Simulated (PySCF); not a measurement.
# Dy(NO3)3: other functionals and bases at one geometry

Aim: see how levels, charges and forces of Dy(NO3)3 depend on the level of theory. The species was built from a template and needn't be a known compound.

Method: several levels, as the steps say, no spin–orbit coupling; program: PySCF 2.14.0.

2 further runs of the same task are left out: 1 for a known fault of the program, 1 that didn't finish.

## (1) Starting geometry

13 atoms, charge 0, spin multiplicity 1.

Bond lengths: Dy1–O2 2.332 Å, Dy1–O3 2.332 Å, Dy1–N4 2.780 Å, Dy1–O6 2.332 Å, Dy1–O7 2.332 Å, Dy1–N8 2.780 Å, Dy1–O10 2.332 Å, Dy1–O11 2.332 Å, Dy1–N12 2.780 Å, O2–N4 1.307 Å, O3–N4 1.307 Å, N4–O5 1.197 Å, O6–N8 1.307 Å, O7–N8 1.307 Å, N8–O9 1.197 Å, O10–N12 1.307 Å, O11–N12 1.307 Å, N12–O13 1.197 Å. Angles: O2–Dy1–O3 55.8°, O2–Dy1–N4 27.9°, O2–Dy1–O6 100.4°, O2–Dy1–O7 118.7°, O2–Dy1–N8 112.0°, O2–Dy1–O10 100.4°, O2–Dy1–O11 136.1°, O2–Dy1–N12 120.6°, O3–Dy1–N4 27.9°, O3–Dy1–O6 136.1°, O3–Dy1–O7 100.4°, O3–Dy1–N8 120.6°, O3–Dy1–O10 118.7°, O3–Dy1–O11 100.4°, O3–Dy1–N12 112.0°, N4–Dy1–O6 120.6°, N4–Dy1–O7 112.0°, N4–Dy1–N8 120.0° and more.

As a file:

```mol
DyN3O9
  3D, bonds by distance, orders not assigned

 13 18  0  0  0  0  0  0  0  0999 V2000
   -0.0000   -0.0000    0.0000 Dy  0  0
    2.0609    0.1823    1.0765 O   0  0
    2.0609   -0.1824   -1.0765 O   0  0
    2.7800   -0.0000    0.0000 N   0  0
    3.9774   -0.0000    0.0000 O   0  0
   -1.1884    1.6937    1.0765 O   0  0
   -0.8725    1.8760   -1.0765 O   0  0
   -1.3900    2.4076   -0.0000 N   0  0
   -1.9887    3.4446   -0.0000 O   0  0
   -0.8726   -1.8760    1.0765 O   0  0
   -1.1884   -1.6936   -1.0765 O   0  0
   -1.3900   -2.4076    0.0000 N   0  0
   -1.9887   -3.4445    0.0000 O   0  0
  1  2  8  0
  1  3  8  0
  1  4  8  0
  1  6  8  0
  1  7  8  0
  1  8  8  0
  1 10  8  0
  1 11  8  0
  1 12  8  0
  2  4  8  0
  3  4  8  0
  4  5  8  0
  6  8  8  0
  7  8  8  0
  8  9  8  0
 10 12  8  0
 11 12  8  0
 12 13  8  0
M  END
```

Formal oxidation states: Dy +3. Each metal's 9 4f electrons lie in its core potential, so multiplicities, spins and levels count the valence alone. An earlier session relaxed this geometry at TPSS, Dy lcecp-1-SVP with ECP55, O def2-SVP, N def2-SVP (singlet, point group D3).

At TPSS on the finer grid: E = -877.748237 Eh, HOMO -7.77 eV, LUMO -3.86 eV, Mulliken charge on Dy1 +1.24 e, largest force component 0.026 eV/Å. 

Levels to run: PBE0; r2SCAN; PBE; HF. Hardware: 4 threads of Arm Neoverse V1, shared host.

## (2) PBE0

Contents of run.py (the lines that set the calculation):

```python
mol = gto.M(atom='''
Dy     0.00000     0.00000     0.00000
O      2.06093     0.18234     1.07647
O      2.06093    -0.18236    -1.07647
N      2.78001    -0.00001     0.00000
O      3.97741    -0.00002     0.00000
O     -1.18838     1.69365     1.07647
O     -0.87254     1.87600    -1.07647
N     -1.39000     2.40757     0.00000
O     -1.98869     3.44455     0.00000
O     -0.87256    -1.87599     1.07647
O     -1.18839    -1.69364    -1.07647
N     -1.39002    -2.40756     0.00000
O     -1.98872    -3.44453     0.00000''',
    basis={'Dy': 'lcecp-1-SVP', 'O': 'def2-SVP', 'N': 'def2-SVP'},
    ecp={'Dy': 'lcecp-1-SVP'},
    charge=0, spin=0)
mf = dft.RKS(mol, xc='PBE0')
mf.grids.atom_grid = (75, 302)  # f atoms: unpruned, at least (60, 302)
mf = mf.density_fit()  # fitting sets: Dy AutoAux, O def2-universal-JKFIT, N def2-universal-JKFIT
mf.conv_tol = 1e-08; mf.max_cycle = 55
mf.kernel(dm0)  # dm0: the density of the relaxed state
```

Command:

```
$ OMP_NUM_THREADS=4 python run.py
```

## (3) r2SCAN

Changes to run.py (the lines that set the calculation) since step 2:

```diff
@@ -17,3 +17,3 @@
     charge=0, spin=0)
-mf = dft.RKS(mol, xc='PBE0')
+mf = dft.RKS(mol, xc='R2SCAN')
 mf.grids.atom_grid = (75, 302)  # f atoms: unpruned, at least (60, 302)
```

## (4) PBE

Changes to run.py (the lines that set the calculation) since step 3:

```diff
@@ -17,3 +17,3 @@
     charge=0, spin=0)
-mf = dft.RKS(mol, xc='R2SCAN')
+mf = dft.RKS(mol, xc='PBE')
 mf.grids.atom_grid = (75, 302)  # f atoms: unpruned, at least (60, 302)
```

## (5) HF

Changes to run.py (the lines that set the calculation) since step 4:

```diff
@@ -17,4 +17,3 @@
     charge=0, spin=0)
-mf = dft.RKS(mol, xc='PBE')
-mf.grids.atom_grid = (75, 302)  # f atoms: unpruned, at least (60, 302)
+mf = scf.RHF(mol)
 mf = mf.density_fit()  # fitting sets: Dy AutoAux, O def2-universal-JKFIT, N def2-universal-JKFIT
```

Before running it: what results should come out? Wanted: for each run, HOMO; gap; charge on Dy1; dipole; largest force.

As calculated:

| level | state | HOMO (eV) | gap (eV) | charge on Dy1 (e) | dipole (D) | largest force (eV/Å) | basis functions | time |
| --- | --- | --- | --- | --- | --- | --- | --- | --- |
| TPSS (relaxed here) | singlet | -7.77 | 3.90 | 1.24 | 0.00 | 0.03 | 201 | 1.9 min |
| PBE0 | singlet | -9.57 | 6.47 | 1.36 | 0.00 | 1.87 | 201 | 18 s |
| r2SCAN | singlet | -8.14 | 4.17 | 1.33 | 0.00 | 0.94 | 201 | 24 s |
| PBE | singlet | -7.58 | 3.67 | 1.12 | 0.00 | 0.09 | 201 | 14 s |
| HF | singlet | -14.49 | 15.38 | 1.84 | 0.00 | 5.15 | 201 | 11 s |

Times are on 4 threads of Arm Neoverse V1, shared host; the first row also made further properties.

In one basis the HOMO–LUMO gap runs from 3.67 eV (PBE) to 15.38 eV (HF). The largest leftover force, 5.15 eV/Å with HF, stands at a geometry relaxed at another level. The Mulliken charge on Dy spans +1.12 to +1.84 e over the levels. With 4f in the core, its levels are missing from HOMO and gap. Total energies of different levels can't be compared. Spin–orbit coupling is left out throughout.
